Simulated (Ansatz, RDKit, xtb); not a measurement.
# Isomers of C3H11PSi, a sample narrowed down

Which of a sample of isomers of C3H11PSi is the most stable in the gas at 298.15 K, and what are its properties? The sample is small against all isomers, and the most stable one of this formula need not be in it.

The funnel: GFN2-xTB relaxations, single points with a density functional, relaxations at B3LYP/def2-SVP, harmonic vibrations (at GFN2-xTB), and a last energy at a higher level. All values are calculated.

## (1) Drawing up candidates

Isomers were taken from a list of plausible structures; this is a sample, not all of them. That gives 5 candidates.

```csv
label,SMILES,spin
c255,CC(C)[SiH2]P,singlet
c291,C[SiH2]P(C)C,singlet
c464,CC[Si@H](C)P,singlet
c654,CCC[SiH2]P,singlet
c943,CP(C)C[SiH3],singlet
```

Candidates are built by distance geometry, with a force field where one applies, in up to four conformers (letters a to d).

**Question.** With final energies at CCSD(T)/def2-SVP + MP2/def2-TZVPP - MP2/def2-SVP, which structure will this search put lowest in free energy, and by what margin?

| quantity | value |
| --- | --- |
| lowest structure found | CC[Si@H](C)P, singlet |
| next finalist | C[SiH2]P(C)C, singlet, 3.1 kcal/mol higher in G |
| share at equilibrium, among the finalists | 99.5 % |

The lowest structure found is `CC[Si@H](C)P`. The margin of 3.1 kcal/mol over the next finalist is beyond the usual error of the last level; it says nothing of structures that weren't ranked. r2SCAN-D4/def2-SVP, B3LYP/def2-SVP, HF/def2-SVP and MP2/def2-SVP already put its bonding pattern lowest among the structures in one piece; GFN2-xTB favours the singlet CCC[SiH2]P (c654d, not a finalist); HF/STO-3G favours the singlet C[SiH2]P(C)C. 2 minima inside the window were never screened. The search is not exhaustive (a finite list of starts, one conformer a finalist), so a lower isomer can't be ruled out. Only 5 drawn patterns were tried, so whole families of isomers are missing, and the result ranks this sample alone. The lowest isomer need not be the one that is made and kept in a bottle, which depends on barriers.
